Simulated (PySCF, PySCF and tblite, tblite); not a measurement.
# C₅H₇FO₃: telling isomers apart by computed NMR

Can the signals of one isomer of C₅H₇FO₃ be assigned among several candidates?

Programs: PySCF 2.14.0 with density-fitted response routines of our own, and tblite 0.8.0. All values are computed, except where a source is named. Atoms count from 0 throughout.

### Step 1. The starting structure

16 atoms, charge 0, multiplicity 1; geometry from: MMFF94s geometry. This is the first candidate.

Bonds of the start (Å): C0–C1 1.51, C0–H10 1.10, C0–H11 1.10, C0–H9 1.09, C1–C6 1.51, C1–H12 1.11, C1–O2 1.42, C3–O4 1.22, C3–O5 1.36, C6–C7 1.53, C6–F8 1.35, C7–H13 1.09, C7–H14 1.09, C7–H15 1.10, O2–C3 1.38, O5–C6 1.41.

### Step 2. GFN2-xTB relaxation, isomer A, conformer 1

What the job is given:

```
{"job": {"xc": "GFN2-xTB", "basis": "xTB", "kind": "relax"}, "charge": 0, "multiplicity": 1}
C     -1.529100    -1.235200    -0.103500
C     -0.330200    -0.636000     0.596900
O     -0.770000     0.263600     1.607600
C     -0.746300     1.524700     1.039400
O     -1.219700     2.509400     1.577800
O     -0.117600     1.509300    -0.162600
C      0.521800     0.255300    -0.266500
C      1.978700     0.364000     0.179300
F      0.483700    -0.139100    -1.558100
H     -1.236200    -1.933300    -0.881700
H     -2.166000    -0.455900    -0.555400
H     -2.174800    -1.769300     0.615700
H      0.252200    -1.440500     1.082800
H      2.508400     1.075400    -0.462800
H      2.476600    -0.597000     0.082900
H      2.060900     0.713400     1.219700
```

Launch:

```
$ OMP_NUM_THREADS=1 python ens_run.py task.json out
```

This one command runs the whole study; its stages follow in the order run.

Standard output:

```text
step      E/eV     max force
  0    -850.26544    3.068
  1    -850.32219    4.423
  2    -850.40829    0.562
  3    -850.41456    0.185
  4    -850.41912    0.208
  5    -850.42564    0.415
  6    -850.43016    0.317
  7    -850.43302    0.129
  8    -850.43544    0.183
  9    -850.43815    0.286
 10    -850.44077    0.252
 11    -850.44305    0.118
 12    -850.44517    0.122
 13    -850.44762    0.241
 14    -850.45089    0.278
 15    -850.45529    0.200
 16    -850.46085    0.224
 17    -850.46719    0.205
 18    -850.47370    0.310
 19    -850.48016    0.266
 20    -850.48725    0.211
 21    -850.49507    0.266
 22    -850.50267    0.328
 23    -850.50938    0.284
 24    -850.51424    0.137
 25    -850.51647    0.166
 26    -850.51861    0.204
 27    -850.52073    0.144
 28    -850.52480    0.153
 29    -850.52622    0.191
 30    -850.52923    0.173
 31    -850.53121    0.108
 32    -850.53238    0.116
 33    -850.53414    0.157
 34    -850.53623    0.186
 35    -850.53917    0.138
 36    -850.54033    0.082
 37    -850.54147    0.065
 38    -850.54211    0.080
 39    -850.54263    0.114
 40    -850.54322    0.083
 41    -850.54397    0.074
 42    -850.54483    0.074
 43    -850.54531    0.070
 44    -850.54583    0.053
 45    -850.54627    0.050
 46    -850.54666    0.049
 47    -850.54695    0.046
 48    -850.54720    0.047
 49    -850.54743    0.037
 50    -850.54743    0.037
 51    -850.54748    0.034
 52    -850.54763    0.026
 53    -850.54768    0.022
 54    -850.54774    0.017
 55    -850.54778    0.020
 56    -850.54783    0.017
 57    -850.54787    0.019
 58    -850.54791    0.017
 59    -850.54795    0.017
 60    -850.54798    0.016
 61    -850.54800    0.012
 62    -850.54802    0.009
 63    -850.54803    0.007
 64    -850.54804    0.007
 65    -850.54804    0.006
 66    -850.54805    0.007
 67    -850.54805    0.007
 68    -850.54806    0.006
 69    -850.54806    0.005
 70    -850.54807    0.004
 71    -850.54807    0.003
```

Run time: 0.62 s. Hardware: 1 thread of Intel Xeon, shared host.

The energy fell by 0.283 eV, and the atoms moved 0.47 Å (root mean square).

### Step 3. DFT optimisation, isomer A, start 1: PBE0-D3(BJ)/def2-SVP

What the job is given:

```
{"job": {"kind": "geom", "xc": "PBE0", "basis": "def2-SVP", "d3": "d3bj", "grid": 1, "maxiter": 40}, "charge": 0, "multiplicity": 1}
C     -1.310802    -1.402677    -0.138817
C     -0.464846    -0.462087     0.703765
O     -1.282768     0.472940     1.393627
C     -0.888415     1.727216     1.154357
O     -1.384732     2.698064     1.608444
O      0.197719     1.736172     0.337328
C      0.491054     0.451085    -0.115472
C      1.968233     0.130081     0.005067
F      0.147516     0.400317    -1.452308
H     -0.665888    -2.094218    -0.673398
H     -1.900413    -0.839661    -0.857566
H     -1.980960    -1.958225     0.510263
H      0.105537    -1.025505     1.453076
H      2.530974     0.845645    -0.588743
H      2.150473    -0.873003    -0.370748
H      2.279720     0.202800     1.042676
```

Standard output:

```text
step   0  E = -519.36146278  max force = 0.016507
step   1  E = -519.36328774  max force = 0.003283
step   2  E = -519.36343492  max force = 0.001709
step   3  E = -519.36348889  max force = 0.002070
step   4  E = -519.36354247  max force = 0.001035
step   5  E = -519.36358302  max force = 0.000777
step   6  E = -519.36360576  max force = 0.001515
step   7  E = -519.36360938  max force = 0.000924
step   8  E = -519.36361751  max force = 0.000326
optimisation converged
```

Run time: 2.3 min. Hardware: 1 thread of Intel Xeon, shared host; peak memory 0.7 GiB.

Gain 0.059 eV; displacement 0.16 Å root mean square.

### Step 4. Shieldings, isomer A, conformer 1: PBE0/pcSseg-1 in chloroform

What the job is given:

```
{"job": {"xc": "PBE0", "basis": "pcSseg-1", "solvent": "chloroform", "kind": "nmr", "pop": true}, "charge": 0, "multiplicity": 1}
C     -1.206360    -1.475767    -0.069797
C     -0.469571    -0.428720     0.719068
O     -1.379904     0.490130     1.313137
C     -0.878861     1.733550     1.266230
O     -1.348483     2.691633     1.776268
O      0.279497     1.728270     0.548052
C      0.444666     0.500948    -0.094571
C      1.895781     0.127629    -0.181353
F     -0.055715     0.629430    -1.365229
H     -0.494730    -2.175940    -0.530865
H     -1.800950    -1.004526    -0.862983
H     -1.873266    -2.044924     0.591774
H      0.123533    -0.887254     1.529716
H      2.427924     0.890265    -0.765415
H      2.004053    -0.843392    -0.683758
H      2.338482     0.071784     0.821642
```

Standard output:

```text
coarse grid: 14120 points
cycle   1  E = -519.3787753947  dE =  1.718e+00  |g| = 1.130e+00  |ddm| = 3.531e+00
cycle   2  E = -519.0146480962  dE =  3.641e-01  |g| = 1.844e+00  |ddm| = 1.663e+00
cycle   3  E = -519.5924953745  dE = -5.778e-01  |g| = 2.592e-01  |ddm| = 1.140e+00
cycle   4  E = -519.6038360915  dE = -1.134e-02  |g| = 7.893e-02  |ddm| = 1.901e-01
cycle   5  E = -519.6047982102  dE = -9.621e-04  |g| = 1.755e-02  |ddm| = 4.534e-02
cycle   6  E = -519.6048634446  dE = -6.523e-05  |g| = 4.689e-03  |ddm| = 1.401e-02
cycle   7  E = -519.6048674359  dE = -3.991e-06  |g| = 1.570e-03  |ddm| = 3.453e-03
final grid: 138872 points
cycle   8  E = -519.6965164121  dE = -3.359e-05  |g| = 1.536e-02  |ddm| = 2.967e-02
cycle   9  E = -519.6964738270  dE =  4.259e-05  |g| = 2.201e-02  |ddm| = 2.170e-02
cycle  10  E = -519.6965578567  dE = -8.403e-05  |g| = 1.696e-03  |ddm| = 1.267e-02
cycle  11  E = -519.6965583673  dE = -5.107e-07  |g| = 3.824e-04  |ddm| = 1.163e-03
cycle  12  E = -519.6965583882  dE = -2.090e-08  |g| = 1.608e-04  |ddm| = 2.991e-04
cycle  13  E = -519.6965583932  dE = -5.015e-09  |g| = 2.696e-05  |ddm| = 1.093e-04
cycle  14  E = -519.6965583933  dE = -1.030e-10  |g| = 1.391e-05  |ddm| = 2.577e-05
converged SCF energy = -519.6965583933

GIAO shielding tensors (ppm)
atom      isotropic    diamagn.    paramagn.     s11        s22        s33       span
  0 C      170.926     247.151     -76.226    159.844    169.203    183.729     23.885
  1 C      103.530     251.807    -148.277     76.252     96.546    137.793     61.541
  2 O      153.130     400.177    -247.047     24.442    170.958    263.991    239.550
  3 C       27.585     248.621    -221.036    -60.963     31.970    111.748    172.711
  4 O       45.976     396.061    -350.085   -110.075    -56.001    304.004    414.079
  5 O      110.813     402.025    -291.212     20.395    140.113    171.931    151.536
  6 C       69.044     245.309    -176.265     57.252     60.107     89.774     32.523
  7 C      163.153     248.513     -85.360    142.106    160.525    186.827     44.721
  8 F      312.818     478.642    -165.824    221.186    340.648    376.619    155.434
  9 H       29.954      29.399       0.555     25.144     28.175     36.543     11.399
 10 H       29.727      29.889      -0.161     25.324     28.904     34.953      9.629
 11 H       29.533      27.757       1.777     25.032     27.022     36.546     11.515
 12 H       26.982      31.829      -4.846     24.875     25.663     30.409      5.535
 13 H       29.170      27.931       1.239     25.270     26.850     35.390     10.121
 14 H       29.536      29.509       0.027     25.195     28.183     35.229     10.033
 15 H       29.924      29.253       0.671     25.818     27.669     36.283     10.465
```

Run time: 41 s. Hardware: 1 thread of Intel Xeon, shared host; peak memory 1.1 GiB.

This run: HOMO -9.09 eV, LUMO 0.60 eV; dipole 6.55 D.

### Step 5. Single-point energy, isomer A, conformer 1: PBE0/def2-SVPD in chloroform

The job, as its differences from that of step 4:

```diff
@@ -1,2 +1,2 @@
-{"job": {"xc": "PBE0", "basis": "pcSseg-1", "solvent": "chloroform", "kind": "nmr", "pop": true}, "charge": 0, "multiplicity": 1}
+{"job": {"xc": "PBE0", "basis": "def2-SVPD", "solvent": "chloroform", "kind": "sp"}, "charge": 0, "multiplicity": 1}
 C     -1.206360    -1.475767    -0.069797
```

Standard output:

```text
coarse grid: 14120 points
cycle   1  E = -519.0886122334  dE =  1.642e+00  |g| = 1.081e+00  |ddm| = 6.111e+00
cycle   2  E = -518.7288299510  dE =  3.598e-01  |g| = 1.784e+00  |ddm| = 4.497e+00
cycle   3  E = -519.2940744000  dE = -5.652e-01  |g| = 2.515e-01  |ddm| = 2.753e+00
cycle   4  E = -519.3053891483  dE = -1.131e-02  |g| = 7.271e-02  |ddm| = 3.350e-01
cycle   5  E = -519.3062629040  dE = -8.738e-04  |g| = 1.723e-02  |ddm| = 9.288e-02
cycle   6  E = -519.3063280943  dE = -6.519e-05  |g| = 4.205e-03  |ddm| = 2.879e-02
cycle   7  E = -519.3063313392  dE = -3.245e-06  |g| = 1.525e-03  |ddm| = 7.729e-03
final grid: 138872 points
cycle   8  E = -519.3962767935  dE = -3.540e-05  |g| = 1.428e-02  |ddm| = 1.761e-01
cycle   9  E = -519.3962363112  dE =  4.048e-05  |g| = 2.071e-02  |ddm| = 4.792e-02
cycle  10  E = -519.3963150230  dE = -7.871e-05  |g| = 1.651e-03  |ddm| = 2.976e-02
cycle  11  E = -519.3963155338  dE = -5.108e-07  |g| = 3.583e-04  |ddm| = 2.068e-03
cycle  12  E = -519.3963155537  dE = -1.989e-08  |g| = 1.486e-04  |ddm| = 5.971e-04
cycle  13  E = -519.3963155582  dE = -4.462e-09  |g| = 3.126e-05  |ddm| = 2.437e-04
cycle  14  E = -519.3963155583  dE = -1.573e-10  |g| = 1.466e-05  |ddm| = 6.924e-05
converged SCF energy = -519.3963155583
```

It took 30 s on 1 thread of Intel Xeon, shared host; peak memory 1 GiB.

Key values: HOMO -9.18 eV, LUMO 0.35 eV; dipole 6.65 D.

### Step 6. Couplings, isomer A, conformer 1: B3LYP/pcJ-1+pcSseg-1

The job, as its differences from that of step 5:

```diff
@@ -1,2 +1,2 @@
-{"job": {"xc": "PBE0", "basis": "def2-SVPD", "solvent": "chloroform", "kind": "sp"}, "charge": 0, "multiplicity": 1}
+{"job": {"xc": "B3LYP", "basis": {"default": "pcSseg-1", "H": "pcJ-1", "F": "pcJ-1"}, "nuclei": ["H", "F", "P", "Si", "B"], "kind": "j"}, "charge": 0, "multiplicity": 1}
 C     -1.206360    -1.475767    -0.069797
```

Standard output:

```text
coarse grid: 14120 points
cycle   1  E = -519.8871511696  dE =  1.680e+00  |g| = 1.248e+00  |ddm| = 3.289e+00
cycle   2  E = -519.2526070971  dE =  6.345e-01  |g| = 2.267e+00  |ddm| = 2.122e+00
cycle   3  E = -520.1314246051  dE = -8.788e-01  |g| = 3.937e-01  |ddm| = 1.549e+00
cycle   4  E = -520.1586691399  dE = -2.724e-02  |g| = 1.115e-01  |ddm| = 2.955e-01
cycle   5  E = -520.1604902829  dE = -1.821e-03  |g| = 3.008e-02  |ddm| = 6.691e-02
cycle   6  E = -520.1606880425  dE = -1.978e-04  |g| = 7.745e-03  |ddm| = 2.429e-02
cycle   7  E = -520.1606981233  dE = -1.008e-05  |g| = 2.989e-03  |ddm| = 5.860e-03
cycle   8  E = -520.1606995571  dE = -1.434e-06  |g| = 8.150e-04  |ddm| = 2.116e-03
final grid: 138872 points
cycle   9  E = -520.2647223109  dE = -7.914e-05  |g| = 8.754e-03  |ddm| = 2.507e-02
cycle  10  E = -520.2647042814  dE =  1.803e-05  |g| = 1.326e-02  |ddm| = 1.393e-02
cycle  11  E = -520.2647365163  dE = -3.223e-05  |g| = 1.483e-03  |ddm| = 8.689e-03
cycle  12  E = -520.2647368782  dE = -3.619e-07  |g| = 4.969e-04  |ddm| = 1.093e-03
cycle  13  E = -520.2647369142  dE = -3.604e-08  |g| = 1.994e-04  |ddm| = 3.907e-04
cycle  14  E = -520.2647369218  dE = -7.582e-09  |g| = 2.063e-05  |ddm| = 1.243e-04
cycle  15  E = -520.2647369219  dE = -8.413e-11  |g| = 7.092e-06  |ddm| = 2.526e-05
converged SCF energy = -520.2647369219

Indirect spin-spin couplings (Hz)
  i      j    bonds     total        FC       PSO       DSO        SD
  8 F   10 H    4      3.597     3.861    -1.871     1.684    -0.077
  8 F   11 H    4      5.220     5.361     1.156    -1.196    -0.101
  8 F   12 H    3     18.590    19.205     1.252    -1.734    -0.134
  8 F   13 H    3      9.136     9.572    -0.136     0.228    -0.528
  8 F   14 H    3      0.866     0.338     0.809     0.106    -0.387
  8 F   15 H    3     41.154    42.740     0.479    -1.924    -0.141
  9 H   10 H    2    -15.005   -14.940     1.999    -2.063         -
  9 H   11 H    2    -15.477   -15.396     2.219    -2.300         -
  9 H   12 H    3      2.162     2.172     0.009    -0.019         -
  9 H   13 H    5     -0.167    -0.048     0.651    -0.770         -
  9 H   14 H    5      0.310     0.040    -1.565     1.836         -
 10 H   11 H    2    -13.209   -13.124     2.121    -2.207         -
 10 H   12 H    3     14.461    14.829     2.154    -2.522         -
 10 H   15 H    5     -0.220    -0.018     1.108    -1.310         -
 11 H   12 H    3      5.103     5.136     0.005    -0.037         -
 12 H   13 H    4      0.493     0.664     1.177    -1.348         -
 12 H   15 H    4      0.667     0.366    -1.652     1.954         -
 13 H   14 H    2    -15.052   -14.986     2.097    -2.163         -
 13 H   15 H    2    -14.778   -14.712     2.118    -2.183         -
 14 H   15 H    2    -14.133   -14.059     2.155    -2.229         -
```

Run time: 62 s. Hardware: 1 thread of Intel Xeon, shared host; peak memory 1.1 GiB.

In short: HOMO -8.53 eV, LUMO 0.28 eV; dipole 5.47 D.

### Step 7. Boltzmann average, isomer A: properties at PBE0/pcSseg-1 in chloroform

What the job is given:

```
{"job": {"study": "conf", "smiles": "C[C@@H]1OC(=O)O[C@]1(C)F", "search": {"seed": 155, "n_embed": 45, "ff_keep": 10, "window": 2.5, "nmax": 4, "temps": [250, 298.15, 350], "t_ref": 298.15, "order": 0.002, "geom": true}, "level": {"nmr": {"xc": "PBE0", "basis": "pcSseg-1", "solvent": "chloroform"}, "sp": {"xc": "PBE0", "basis": "def2-SVPD", "solvent": "chloroform"}, "j": {"xc": "B3LYP", "basis": {"default": "pcSseg-1", "H": "pcJ-1", "F": "pcJ-1"}, "nuclei": ["H", "F", "P", "Si", "B"], "top": 4}}, "kind": "conf"}, "charge": 0, "multiplicity": 1}
C     -1.206360    -1.475767    -0.069797
C     -0.469571    -0.428720     0.719068
O     -1.379904     0.490130     1.313137
C     -0.878861     1.733550     1.266230
O     -1.348483     2.691633     1.776268
O      0.279497     1.728270     0.548052
C      0.444666     0.500948    -0.094571
C      1.895781     0.127629    -0.181353
F     -0.055715     0.629430    -1.365229
H     -0.494730    -2.175940    -0.530865
H     -1.800950    -1.004526    -0.862983
H     -1.873266    -2.044924     0.591774
H      0.123533    -0.887254     1.529716
H      2.427924     0.890265    -0.765415
H      2.004053    -0.843392    -0.683758
H      2.338482     0.071784     0.821642
```

Standard output:

```text
conformer  sym    E(xTB)   E(DFT)   G(298.15 K)  weight  dipole/D
    1     C1      0.000    0.000    0.000   1.0000    6.650

mean shielding (ppm) by class
class atoms           250 K   298.15 K      350 K
  0 C  0            170.926    170.926    170.926
  1 C  1             103.53     103.53     103.53
  2 O  2             153.13     153.13     153.13
  3 C  3             27.585     27.585     27.585
  4 O  4             45.976     45.976     45.976
  5 O  5            110.813    110.813    110.813
  6 C  6             69.044     69.044     69.044
  7 C  7            163.153    163.153    163.153
  8 F  8            312.818    312.818    312.818
  9 H  9,10,11       29.738     29.738     29.738
 10 H  12            26.982     26.982     26.982
 11 H  13,14,15      29.543     29.543     29.543
```

It took 2.3 min on 1 thread of Intel Xeon, shared host. This counts the runs that the step sums up.

The search (ETKDG and KDG, MMFF94s, GFN2-xTB) embedded 45 structures, kept 2 distinct ones after the force field and 1 after xTB; 1 was carried on (window 2.5 kcal/mol at the search's own energies). Energies: PBE0/def2-SVPD in chloroform with D3(BJ).

The conformers at 298 K:

```csv
no.,group,mirror pair,ΔE xTB,ΔE DFT,ΔG,weight (%),μ (D),"A, B, C (GHz)"
1,C1,no,0.00,0.00,0.00,100.0,6.65,"2.48, 1.58, 1.21"
```

Energies in kcal/mol. ΔG holds xTB vibrations and rotation, symmetry numbers and mirror pairs.

Shifts against references run at the same level (19F CFCl3 179.6, 1H TMS 31.25, 13C TMS 185.2, 17O H2O 341.0 ppm of shielding), by class of atoms, at 298 K:

```csv
atoms,environment,average
C3,carbonate carbon,157.6
C6,fully substituted sp3 carbon bonded to F and O,116.1
C1,sp3 CH bonded to O,81.6
C7,methyl carbon,22.0
C0,methyl carbon,14.2
H12,hydrogen on an sp3 CH bonded to O,4.27
"H13, H14, H15",hydrogen on a methyl carbon,1.70
"H9, H10, H11",hydrogen on a methyl carbon,1.51
O4,carbonate carbonyl oxygen,295.0
O5,carbonate alkoxy oxygen,230.2
O2,carbonate alkoxy oxygen,187.8
F8,fluorine on an sp3 carbon,-133.2
```

Couplings (Hz, B3LYP/pcJ-1+pcSseg-1; one pair named for each class), from conformers that hold 100 % of the weight:

```csv
pair,bonds,average
H13–H14,2,-14.7
H9–H10,2,-14.6
F8–H12,3,18.6
F8–H13,3,17.1
H9–H12,3,7.2
F8–H9,4,2.9
```

Effective distances for nuclear Overhauser effects, ⟨r⁻⁶⟩^(−1/6) over all pairs of two classes (Å): H9···H12 2.61; H12···H13 2.82; H9···H13 3.75.

[end of part 1 of 3]
